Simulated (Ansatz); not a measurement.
**SiGeH5 radical: a ladder of functionals and wavefunction methods**

The task here is to estimate one member of a computed series from the others.

Method: functionals in def2-TZVPP, the program's frozen cores in correlated methods; program: Ansatz 0.2.0, Gaussian basis.

The runs, in order: LDA (SPW92), PBE-D4, revPBE-D4, BLYP-D4, r2SCAN-D4, B97M-V, PBE0-D4, B3LYP-D4, r2SCANh-D4, r2SCAN0-D4, HSE06-D4, BHLYP-D4, CAM-B3LYP-D4, LC-ωPBE, ωB97X-V, ωB97M-V, B2PLYP, PBE-QIDH; CCSD(T)/def2-SVP; CCSD(T)/def2-TZVPP; CCSD(T)/def2-QZVPP; extrapolation to the limit; RPA on PBE.

### Structure used throughout

All runs share one geometry, relaxed beforehand with PBE0-D4 in a triple-zeta def2 set.

SMILES `[SiH2][GeH3]`, 7 atoms, charge 0, spin multiplicity 2.

Atoms are counted from 1 here; the program's logs count them from 0.

Bond lengths: Si1–Ge2 2.371 Å, Si1–H3 1.489 Å, Si1–H4 1.489 Å, Ge2–H5 1.537 Å, Ge2–H6 1.541 Å, Ge2–H7 1.537 Å. Angles: Ge2–Si1–H3 113.4°, Ge2–Si1–H4 113.3°, H3–Si1–H4 109.6°, Si1–Ge2–H5 109.6°, Si1–Ge2–H6 112.0°, Si1–Ge2–H7 109.7°, H5–Ge2–H6 108.4°, H5–Ge2–H7 108.7°, H6–Ge2–H7 108.4°.

Coordinates:

```xyz
7
GeH5Si
Si   -0.0947   -1.4236   -0.1634
Ge    0.2887    0.9147   -0.0977
H     0.1732   -2.1034    1.1339
H    -1.4564   -1.7847   -0.6454
H     0.0371    1.5171   -1.4890
H    -0.6338    1.6229    0.9132
H     1.7469    1.1891    0.3027
```

Set-up of the first run:

in.yaml

```yaml
crystal:
  periodic: [false, false, false]
  atoms:
    - {symbol: Si, position_ang: [-0.094668, -1.423641, -0.163423]}
    - {symbol: Ge, position_ang: [0.288734, 0.914732, -0.097681]}
    - {symbol: H, position_ang: [0.173227, -2.103391, 1.133895]}
    - {symbol: H, position_ang: [-1.456366, -1.784714, -0.645368]}
    - {symbol: H, position_ang: [0.037085, 1.517085, -1.489004]}
    - {symbol: H, position_ang: [-0.633841, 1.622932, 0.913192]}
    - {symbol: H, position_ang: [1.746931, 1.189097, 0.302690]}
basis:
  gaussian: {orbitals: def2-TZVPP}
magnetization: {spin_polarized: true, initial_magnetization: 1}
hamiltonian: {xc: lda}
output: {orbitals: {seedname: orbitals}}
```

Run with:

```
$ ansatz run in.yaml --threads 2 --pin off --events-out ev --progress --plain --max-ram 22528MiB --backend cpu
```

Steps of the session up to this table: LDA; PBE-D4 (GGA); revPBE-D4 (GGA); BLYP-D4 (GGA); r2SCAN-D4 (meta-GGA); B97M-V (meta-GGA); B3LYP-D4 (hybrid); r2SCANh-D4 (hybrid); r2SCAN0-D4 (hybrid); HSE06-D4 (hybrid); BHLYP-D4 (hybrid); CAM-B3LYP-D4 (range-separated); LC-ωPBE (range-separated); ωB97X-V (range-separated); ωB97M-V (range-separated); B2PLYP (double hybrid); PBE-QIDH (double hybrid).

One table of the session follows, with a row left open; its other results are not shown here.

It belongs to the step «Frontier levels by functional». 

| functional | HOMO (eV) | LUMO (eV) | gap (eV) |
| --- | --- | --- | --- |
| LDA (SPW92) | -5.16 | -4.00 | 1.16 |
| PBE-D4 | -5.21 | -3.58 | 1.63 |
| revPBE-D4 | -5.20 | -3.44 | 1.76 |
| BLYP-D4 | -4.97 | -3.60 | 1.37 |
| r2SCAN-D4 | -5.58 | -3.14 | 2.44 |
| B97M-V | -5.34 | -3.79 | 1.55 |
| PBE0-D4 | -6.27 | -2.68 | 3.59 |
| B3LYP-D4 | -5.96 | -3.06 | 2.90 |
| r2SCANh-D4 | -5.96 | -2.84 | 3.11 |
| r2SCAN0-D4 | ? | ? | ? |
| HSE06-D4 | -5.87 | -3.06 | 2.81 |
| BHLYP-D4 | -7.08 | -1.89 | 5.18 |
| CAM-B3LYP-D4 | -7.40 | -1.79 | 5.61 |
| LC-ωPBE | -8.85 | -0.38 | 8.46 |
| ωB97X-V | -8.32 | -0.93 | 7.39 |
| ωB97M-V | -7.97 | -1.07 | 6.90 |

**Question.** Estimate the row for r2SCAN0-D4.

Worked estimate for «HOMO (eV)». Against the share of exact exchange, r2SCAN-D4 (0, -5.58), r2SCANh-D4 (0.1, -5.96) give a slope of -3.80 per unit share; at 0.25 the line stands at -6.53.

**Answer.** HOMO (eV): -6.53; LUMO (eV): -2.41; gap (eV): 4.12. In «HOMO (eV)» the line misses by 0.00.
